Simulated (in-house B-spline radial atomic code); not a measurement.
# Ytterbium: what a pseudopotential does to hybrids, RPA and G0W0

A pseudopotential made with a local or semilocal functional is often used under other methods. How large is the error for ytterbium?

Each job solves three atoms with an in-house B-spline radial code, non-relativistic and spherical, high spin: all electrons (AE), all electrons with the core left uncorrelated (FC), and the pseudo-atom (PS, semilocal channels for the l listed, the local potential above). Empty states run to l = 8; the Hartree-Fock start is not run with a model core. The AE exchange self-energy holds core-valence exchange, which PS lacks and its potential largely offsets, so that difference is no error by itself. The code writes a record and no log. All values are calculated.

**1. Yb⁺, LDA, core 1s 2s 2p 3s 3p 3d 4s 4p 4d, radii × 1, model core, made in [Xe] 4f14 6s2**

File settings:

```
Z = 70
electrons = 69.0
configuration = [Xe] 4f14 6s1
generated_in = [Xe] 4f14 6s2
functional = lda,vwn
core_shells = 9
radius_factor = 1.0
core_correction = True
ion_configuration = [Xe] 4f14
```

From the record: radii s 1.167, p 1.275, d 2.002, f 1.613, local 1.292, model core 0.694 bohr. Reference levels, all-electron and pseudo (hartree): 5s -1.68389, -1.68388; 5p -0.96614, -0.96614; 4f -0.28641, -0.28641; 6s -0.13699, -0.13807.

Levels in eV; differences are from AE. Left out are levels of quasi-particle weight under 0.75 (0.6 for the top and for empty ones), unbound levels and those not matched in AE and PS.

```csv
start,level,mean field AE,PS − AE,G0W0 AE,FC − AE,PS − AE,exchange self-energy PS − AE
LDA,6s up,-9.07,-0.05,-11.77,+0.00,-0.08,+0.37
LDA,6s down (empty),-8.30,-0.05,-6.45,+0.00,-0.04,+0.40
PBE0,6s up,-9.38,-0.09,-11.66,+0.00,-0.12,+0.30
PBE0,6s down (empty),-7.07,-0.11,-5.97,+0.00,-0.11,+0.37
```

| start | valence RPA correlation, FC (hartree) | PS (hartree) | RPA polarisability (no kernel), AE (bohr³) | PS (bohr³) | ionisation by RPA, AE (eV) | PS − AE (eV) |
| --- | --- | --- | --- | --- | --- | --- |
| LDA | -1.8826 | -2.5044 | 51.35 | 50.51 | 11.76 | +0.22 |
| PBE0 | -1.7786 | -2.4375 | 47.07 | 46.03 | 11.61 | +0.23 |

Wall time 1.7 min (1 thread of Intel Xeon Platinum 8259CL at 2.50GHz (Skylake/Cascade Lake), shared host).

**2. Yb⁺, LDA, core 1s 2s 2p 3s 3p 3d 4s 4p 4d, radii × 1.3, made in [Xe] 4f14 6s2**

settings, as its differences from that of step 1:

```diff
@@ -6,4 +6,4 @@
 core_shells = 9
-radius_factor = 1.0
-core_correction = True
+radius_factor = 1.3
+core_correction = False
 ion_configuration = [Xe] 4f14
```

From the record: radii s 1.517, p 1.657, d 2.603, f 2.097, local 1.68 bohr. Reference levels, all-electron and pseudo (hartree): 5s -1.68389, -1.68389; 5p -0.96614, -0.96614; 4f -0.28641, -0.28641; 6s -0.13699, -0.13959.

Levels in eV; differences are from AE. Left out are levels of quasi-particle weight under 0.75 (0.6 for the top and for empty ones), unbound levels and those not matched in AE and PS.

```
       start            level  mean field AE  PS − AE  G0W0 AE  FC − AE  PS − AE  exchange self-energy PS − AE
         LDA            6s up          -9.07    -0.13   -11.77    +0.00    -0.18                         +0.17
         LDA  6s down (empty)          -8.30    -0.13    -6.45    +0.00    -0.09                         +0.25
        PBE0            6s up          -9.38    -0.16   -11.66    +0.00    -0.21                         +0.12
        PBE0  6s down (empty)          -7.07    -0.16    -5.97    +0.00    -0.14                         +0.23
Hartree-Fock            6s up         -10.55    -0.24   -11.41    +0.00    -0.32                         +0.08
Hartree-Fock          4f down         -26.01    +7.52   -22.26    -0.16    +3.32                        +39.61
Hartree-Fock            4f up         -26.02    +7.48   -22.27    -0.16    +3.30                        +39.56
Hartree-Fock  6s down (empty)          -4.65    -0.13    -5.62    +0.00    -0.20                         +0.13
```

```
       start  valence RPA correlation, FC (hartree)  PS (hartree)  RPA polarisability (no kernel), AE (bohr³)  PS (bohr³)  ionisation by RPA, AE (eV)  PS − AE (eV)
         LDA                                -1.8826       -2.4941                                       51.35       49.36                       11.76         +0.31
        PBE0                                -1.7786       -2.4185                                       47.07       44.99                       11.61         +0.30
Hartree-Fock                                -1.5470       -2.2375                                       36.92       35.20                       11.31         +0.32
```

Run time: 1.8 min. Hardware: 1 thread of Intel Xeon Platinum 8259CL at 2.50GHz (Skylake/Cascade Lake), shared host.

**3. Yb⁺, PBE, core 1s 2s 2p 3s 3p 3d 4s 4p 4d, radii × 1.15, made in [Xe] 4f14 6s2**

File settings:

```
Z = 70
electrons = 69.0
configuration = [Xe] 4f14 6s1
generated_in = [Xe] 4f14 6s2
functional = pbe,pbe
core_shells = 9
radius_factor = 1.15
core_correction = False
ion_configuration = [Xe] 4f14
```

From the record: radii s 1.342, p 1.466, d 2.262, f 1.855, local 1.48 bohr. Reference levels, all-electron and pseudo (hartree): 5s -1.67893, -1.67894; 5p -0.96021, -0.96021; 4f -0.27736, -0.27736; 6s -0.13246, -0.13354.

Levels in eV; differences are from AE. Left out are levels of quasi-particle weight under 0.75 (0.6 for the top and for empty ones), unbound levels and those not matched in AE and PS.

```csv
start,level,mean field AE,PS − AE,G0W0 AE,FC − AE,PS − AE,exchange self-energy PS − AE
PBE,6s up,-8.86,-0.05,-11.73,+0.00,-0.06,+0.30
PBE,6s down (empty),-7.88,-0.06,-6.31,+0.00,-0.03,+0.37
PBE0,6s up,-9.38,-0.09,-11.66,+0.00,-0.11,+0.26
PBE0,6s down (empty),-7.07,-0.10,-5.97,+0.00,-0.10,+0.33
Hartree-Fock,6s up,-10.55,-0.16,-11.41,+0.00,-0.23,+0.19
Hartree-Fock,4f down,-26.01,+7.64,-22.26,-0.16,+3.82,+38.32
Hartree-Fock,4f up,-26.02,+7.61,-22.27,-0.16,+3.80,+38.28
Hartree-Fock,6s down (empty),-4.65,-0.08,-5.62,+0.00,-0.14,+0.17
```

```csv
start,"valence RPA correlation, FC (hartree)",PS (hartree),"RPA polarisability (no kernel), AE (bohr³)",PS (bohr³),"ionisation by RPA, AE (eV)",PS − AE (eV)
PBE,-1.8808,-2.4994,54.43,53.53,11.77,+0.21
PBE0,-1.7786,-2.4262,47.07,46.02,11.61,+0.21
Hartree-Fock,-1.5470,-2.2441,36.92,35.91,11.31,+0.22
```

Wall time 1.8 min (1 thread of Intel Xeon Platinum 8259CL at 2.50GHz (Skylake/Cascade Lake), shared host).

**4. Yb⁺, PBE, core 1s 2s 2p 3s 3p 3d 4s 4p 4d, radii × 1.15, model core, made in [Xe] 4f14 6s2**

settings, as its differences from that of step 3:

```diff
@@ -7,3 +7,3 @@
 radius_factor = 1.15
-core_correction = False
+core_correction = True
 ion_configuration = [Xe] 4f14
```

From the record: radii s 1.342, p 1.466, d 2.262, f 1.855, local 1.48, model core 0.694 bohr. Reference levels, all-electron and pseudo (hartree): 5s -1.67893, -1.67894; 5p -0.96021, -0.96021; 4f -0.27736, -0.27736; 6s -0.13246, -0.13354.

Levels in eV; differences are from AE. Left out are levels of quasi-particle weight under 0.75 (0.6 for the top and for empty ones), unbound levels and those not matched in AE and PS.

```
start            level  mean field AE  PS − AE  G0W0 AE  FC − AE  PS − AE  exchange self-energy PS − AE
  PBE            6s up          -8.86    -0.05   -11.73    +0.00    -0.06                         +0.30
  PBE  6s down (empty)          -7.88    -0.06    -6.31    +0.00    -0.03                         +0.37
 PBE0            6s up          -9.38    -0.09   -11.66    +0.00    -0.12                         +0.27
 PBE0  6s down (empty)          -7.07    -0.11    -5.97    +0.00    -0.11                         +0.33
```

| start | valence RPA correlation, FC (hartree) | PS (hartree) | RPA polarisability (no kernel), AE (bohr³) | PS (bohr³) | ionisation by RPA, AE (eV) | PS − AE (eV) |
| --- | --- | --- | --- | --- | --- | --- |
| PBE | -1.8808 | -2.4994 | 54.43 | 53.53 | 11.77 | +0.21 |
| PBE0 | -1.7786 | -2.4351 | 47.07 | 46.08 | 11.61 | +0.22 |

Wall time 100 s (1 thread of Intel Xeon Platinum 8259CL at 2.50GHz (Skylake/Cascade Lake), shared host).

**5. Yb⁺, PBE, core 1s 2s 2p 3s 3p 3d 4s 4p 4d, radii × 1.3, model core, made in [Xe] 4f14 6s2**

settings, as its differences from that of step 4:

```diff
@@ -6,3 +6,3 @@
 core_shells = 9
-radius_factor = 1.15
+radius_factor = 1.3
 core_correction = True
```

From the record: radii s 1.517, p 1.657, d 2.557, f 2.097, local 1.673, model core 0.694 bohr. Reference levels, all-electron and pseudo (hartree): 5s -1.67893, -1.67893; 5p -0.96021, -0.96021; 4f -0.27736, -0.27736; 6s -0.13246, -0.13488.

Levels in eV; differences are from AE. Left out are levels of quasi-particle weight under 0.75 (0.6 for the top and for empty ones), unbound levels and those not matched in AE and PS.

```csv
start,level,mean field AE,PS − AE,G0W0 AE,FC − AE,PS − AE,exchange self-energy PS − AE
PBE,6s up,-8.86,-0.12,-11.73,+0.00,-0.14,+0.16
PBE,6s down (empty),-7.88,-0.13,-6.31,+0.00,-0.07,+0.26
PBE0,6s up,-9.38,-0.14,-11.66,+0.00,-0.18,+0.17
PBE0,6s down (empty),-7.07,-0.15,-5.97,+0.00,-0.15,+0.26
```

| start | valence RPA correlation, FC (hartree) | PS (hartree) | RPA polarisability (no kernel), AE (bohr³) | PS (bohr³) | ionisation by RPA, AE (eV) | PS − AE (eV) |
| --- | --- | --- | --- | --- | --- | --- |
| PBE | -1.8808 | -2.5000 | 54.43 | 52.42 | 11.77 | +0.30 |
| PBE0 | -1.7786 | -2.4320 | 47.07 | 45.51 | 11.61 | +0.28 |

Run time: 1.7 min. Hardware: 1 thread of Intel Xeon Platinum 8259CL at 2.50GHz (Skylake/Cascade Lake), shared host.

**6. What the core costs**

Of the filled levels shown, the one that moves most in G0W0 on the functional of the generation (eV):

| pseudo-atom | level | PS − AE | FC − AE | exchange self-energy PS − AE |
| --- | --- | --- | --- | --- |
| Yb⁺, LDA, core 1s 2s 2p 3s 3p 3d 4s 4p 4d, radii × 1, model core, made in [Xe] 4f14 6s2 | 6s up | -0.08 | +0.00 | +0.37 |
| Yb⁺, LDA, core 1s 2s 2p 3s 3p 3d 4s 4p 4d, radii × 1.3, made in [Xe] 4f14 6s2 | 6s up | -0.18 | +0.00 | +0.17 |
| Yb⁺, PBE, core 1s 2s 2p 3s 3p 3d 4s 4p 4d, radii × 1.15, made in [Xe] 4f14 6s2 | 6s up | -0.06 | +0.00 | +0.30 |
| Yb⁺, PBE, core 1s 2s 2p 3s 3p 3d 4s 4p 4d, radii × 1.15, model core, made in [Xe] 4f14 6s2 | 6s up | -0.06 | +0.00 | +0.30 |
| Yb⁺, PBE, core 1s 2s 2p 3s 3p 3d 4s 4p 4d, radii × 1.3, model core, made in [Xe] 4f14 6s2 | 6s up | -0.14 | +0.00 | +0.16 |

For these levels the shift runs from 0.06 eV (Yb⁺, PBE, core 1s 2s 2p 3s 3p 3d 4s 4p 4d, radii × 1.15, model core, made in [Xe] 4f14 6s2) to 0.18 eV (Yb⁺, LDA, core 1s 2s 2p 3s 3p 3d 4s 4p 4d, radii × 1.3, made in [Xe] 4f14 6s2). On other starts it reaches +3.82 eV (4f down, Hartree-Fock). Leaving the core uncorrelated explains little of it; the rest belongs to the pseudopotential itself, whose orbitals are smooth and whose core-valence exchange stays at the level of its own functional. Without relativity so heavy an atom is a model system. The radii follow a simple rule and aren't optimised.
